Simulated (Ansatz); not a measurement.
# C2H7BN2Si: the cost of one run

All numbers below are computed with Ansatz 0.2.0 (RKS B3LYP/def2-SVP).

## (1) The starting structure

Bond lengths: C1–B2 1.605 Å, B2–Si3 1.956 Å, Si3–N4 1.821 Å, Si3–C5 1.659 Å, Si3–N6 1.700 Å, C5–N6 1.396 Å, C1–H7 1.134 Å, C1–H8 1.104 Å, C1–H9 1.085 Å, B2–H10 1.206 Å, N4–H11 0.966 Å, N4–H12 1.061 Å, C5–H13 1.145 Å. Angles (14 of 22 angles, heavy atoms first): C1–B2–Si3 121.0°, B2–Si3–N4 117.8°, B2–Si3–C5 124.1°, B2–Si3–N6 108.7°, N4–Si3–C5 117.9°, N4–Si3–N6 107.4°, C5–Si3–N6 49.1°, Si3–C5–N6 67.0°, Si3–N6–C5 63.9°, C1–B2–H10 118.5°, Si3–B2–H10 120.4°, B2–C1–H7 105.0°, B2–C1–H8 107.6°, B2–C1–H9 108.8°.

Structure file:

```xyz
13

C    -0.2395   -2.0432    0.6463
B     0.2342   -0.5525    1.0083
Si   -0.0555    0.9281   -0.2364
N     0.7088    0.8142   -1.8849
C    -0.8549    2.3286    0.1550
N     0.5020    2.3637    0.4830
H    -1.3625   -1.9688    0.5070
H     0.2272   -2.3165   -0.3164
H    -0.0285   -2.6919    1.4894
H     0.8247   -0.3725    2.0441
H     1.6551    0.6625   -1.7653
H     0.2672   -0.0675   -2.2751
H    -1.8580    2.8811    0.1597
```

## (2) Relaxing end A

input.yaml reads:

```yaml
crystal:
  periodic: [false, false, false]
  atoms:
    - { symbol: C, position_ang: [-0.2395, -2.0432, 0.6463] }
    - { symbol: B, position_ang: [0.2342, -0.5525, 1.0083] }
    - { symbol: Si, position_ang: [-0.0555, 0.9281, -0.2364] }
    - { symbol: "N", position_ang: [0.7088, 0.8142, -1.8849] }
    - { symbol: C, position_ang: [-0.8549, 2.3286, 0.155] }
    - { symbol: "N", position_ang: [0.502, 2.3637, 0.483] }
    - { symbol: H, position_ang: [-1.3625, -1.9688, 0.507] }
    - { symbol: H, position_ang: [0.2272, -2.3165, -0.3164] }
    - { symbol: H, position_ang: [-0.0285, -2.6919, 1.4894] }
    - { symbol: H, position_ang: [0.8247, -0.3725, 2.0441] }
    - { symbol: H, position_ang: [1.6551, 0.6625, -1.7653] }
    - { symbol: H, position_ang: [0.2672, -0.0675, -2.2751] }
    - { symbol: H, position_ang: [-1.858, 2.8811, 0.1597] }
basis:
  gaussian: { orbitals: def2-SVP }
hamiltonian:
  xc: b3lyp
relax:
  f_tol: 0.015
  max_steps: 40
output:
  orbitals: {}
```

Started as:

```console
> ansatz run input.yaml --threads 2 --pin off --max-ram 3072MiB --backend cpu --events-out ev --progress --plain --runs-dir out
```

**Question.** How long does this run take on 2 threads of AMD EPYC 7R13 (Zen 3), shared host, and how much memory does it need?

About 71 s, with a peak of 0.32 GiB.
